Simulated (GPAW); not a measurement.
The system is CsLiCr2Te2S3.

```xyz
9
Lattice="3.4216 -5.1807 0.0078 3.4216 5.1807 0.0078 -2.9041 0.0000 7.4309" Properties=species:S:1:pos:R:3 pbc="T T T"
Cs    0.6167    0.0000    0.0649
Li    2.4219    0.0000    4.1212
Cr    0.1728    2.1297    4.1498
Cr    0.1728   -2.1297    4.1498
Te    4.0786    1.5993    2.1688
Te    4.0786   -1.5993    2.1688
S     2.0049   -2.1476    5.4598
S     2.0049    2.1476    5.4598
S     0.0600    0.0000    3.5978
```

The cell was built by a generator and needn't be a form met in nature.

Base run:

* Program: GPAW 26.7.0
* Functional: PBE
* Potentials or basis: GPAW PAW data sets (gpaw-data 1.2.1)
* Cutoff: 800 eV
* Basis: pw
* k mesh: 4 × 4 × 3
* Occupations: fermi-dirac, width 0.05 eV
* Spin: collinear spin, ferromagnetic start
* Starting moments: [0.0, 0.0, 3.0, 3.0, 0.0, 0.0, 0.0, 0.0, 0.0] μB
* Hubbard terms: Cr d U = 6 eV

Its results: pressure 6.2 GPa; net moment 6.02 μB per cell; site moments Cs -0.00; Li -0.00; Cr +3.37; Te -0.11; S -0.19, -0.21 μB; largest force 2.734 eV/Å.

Question: The run is repeated on the same cell with these changes: hubbard terms from Cr d U = 6 eV to Cr d U = 4 eV. What comes out?

Answer: Pressure 4.3 GPa; net moment 5.85 μB per cell; site moments Cs -0.00; Li +0.00; Cr +3.19; Te -0.10; S -0.17, -0.19 μB; largest force 2.155 eV/Å.

Caveats: only a ferromagnetic start was run, and an antiferromagnetic order may lie lower in energy; forces of over 1 eV/Å show positions far from the minimum, so gaps and moduli don't describe the material at rest.
